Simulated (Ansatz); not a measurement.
# CH4FGaSi: the cost of one run

Computed with Ansatz 0.2.0, driven from Python. Level of theory: r2SCAN0/6-31G*.

## (1) The system

Bond lengths: F1–C2 1.332 Å, C2–Si3 1.838 Å, C2–Ga4 2.032 Å, Si3–Ga4 2.010 Å, C2–H5 1.121 Å, Si3–H6 1.490 Å, Si3–H7 1.517 Å, Ga4–H8 1.500 Å. Angles (14 of 15 angles, heavy atoms first): F1–C2–Si3 108.0°, F1–C2–Ga4 94.5°, Si3–C2–Ga4 62.4°, C2–Si3–Ga4 63.6°, C2–Ga4–Si3 54.1°, F1–C2–H5 111.9°, Si3–C2–H5 109.8°, Ga4–C2–H5 153.4°, C2–Si3–H6 110.8°, C2–Si3–H7 110.5°, Ga4–Si3–H6 158.5°, Ga4–Si3–H7 93.8°, C2–Ga4–H8 74.6°, Si3–Ga4–H8 105.6°.

No structure file is read: the coordinates are typed or built in the script.

## (2) Script

Input file tae.py:

```python
"""Atomisation energy of CH4FGaSi at the given geometry."""

from collections import Counter

import ansatz

SETTINGS = {
    "basis": "6-31G*",
    "functional": "r2scan0",
}


def energy_of(molecule, charge=0, unpaired=0):
    calc = (
        molecule.calculation()
        .basis(gaussian=SETTINGS["basis"])
        .functional(SETTINGS["functional"])
    )
    if charge:
        calc = calc.charge(charge)
    if unpaired:
        calc = calc.spin("collinear", total=unpaired)
    return calc.run(threads=1, pin="off").report["free_energy_ev"]

GEOMETRY = """
F    -1.85870    0.36400   -0.02510
C    -0.66530    0.12810   -0.56660
Si    0.60670    0.36400    0.73880
Ga   -0.25110   -1.45170    0.64290
H    -0.45490    0.81210   -1.42900
H     0.76120    1.80810    1.07220
H     1.95690   -0.13840    0.26340
H    -0.00270   -1.94320   -0.75240
"""

geometry = ansatz.Crystal.molecule()
for line in GEOMETRY.strip().splitlines():
    symbol, *xyz = line.split()
    geometry = geometry.atom(symbol, [float(v) for v in xyz])

# Hund ground states
unpaired = {"F": 1, "C": 2, "Si": 2, "Ga": 1, "H": 1}
counts = Counter(site.symbol for site in geometry.cartesian_sites)
atom_energy = {s: energy_of(ansatz.Crystal.molecule().atom(s, (0, 0, 0)), 0, unpaired[s]) for s in counts}
whole = energy_of(geometry, 0, 0)
for s, e in atom_energy.items():
    print(f"{s:2s} x{counts[s]}  {e:14.5f} eV")
print(f"CH4FGaSi: {whole:.5f} eV")
split = sum(counts[s] * e for s, e in atom_energy.items()) - whole
print(f"atomisation energy (no zero-point term): {23.060548 * split:.1f} kcal/mol, {split / sum(counts.values()):.3f} eV an atom")
```

## (3) The run

On the command line:

```console
$ python tae.py
```

What time and memory should one allow on 1 thread of Arm Neoverse V2, shared host?

About 9.4 s, with a peak of 0.27 GiB.
